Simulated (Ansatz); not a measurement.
# H3InS: the cost of one run

Method: RKS r2SCAN/def2-SVP, in Ansatz 0.2.0.

### Step 1. Starting point

Bond lengths: S1–In2 1.941 Å, S1–H3 1.412 Å, In2–H4 1.110 Å, In2–H5 1.149 Å. Angles: S1–In2–H4 128.0°, S1–In2–H5 68.4°, H4–In2–H5 161.3°, In2–S1–H3 92.4°.

Coordinates:

```xyz
5

S     1.0668   -0.4639    0.4252
In   -0.3956    0.5209   -0.3870
H     0.1967   -1.4564    0.9276
H    -1.3033    0.1146   -0.8809
H     0.4852    1.2111   -0.1263
```

### Step 2. End point A

The input, input.yaml:

```yaml
crystal:
  periodic: [false, false, false]
  atoms:
    - { symbol: S, position_ang: [1.0668, -0.4639, 0.4252] }
    - { symbol: In, position_ang: [-0.3956, 0.5209, -0.387] }
    - { symbol: H, position_ang: [0.1967, -1.4564, 0.9276] }
    - { symbol: H, position_ang: [-1.3033, 0.1146, -0.8809] }
    - { symbol: H, position_ang: [0.4852, 1.2111, -0.1263] }
basis:
  gaussian: { orbitals: def2-SVP }
hamiltonian:
  xc: r2scan
relax:
  f_tol: 0.02
  max_steps: 50
```

The run is started by

```console
$ ansatz run input.yaml --threads 1 --pin off --max-ram 2048MiB --backend cpu --events-out ev --progress --plain --runs-dir out
```

**Question.** How long does this run take on 1 thread of an Arm CPU, shared host, and how much memory does it need?

About 35 s, with a peak of 0.12 GiB.
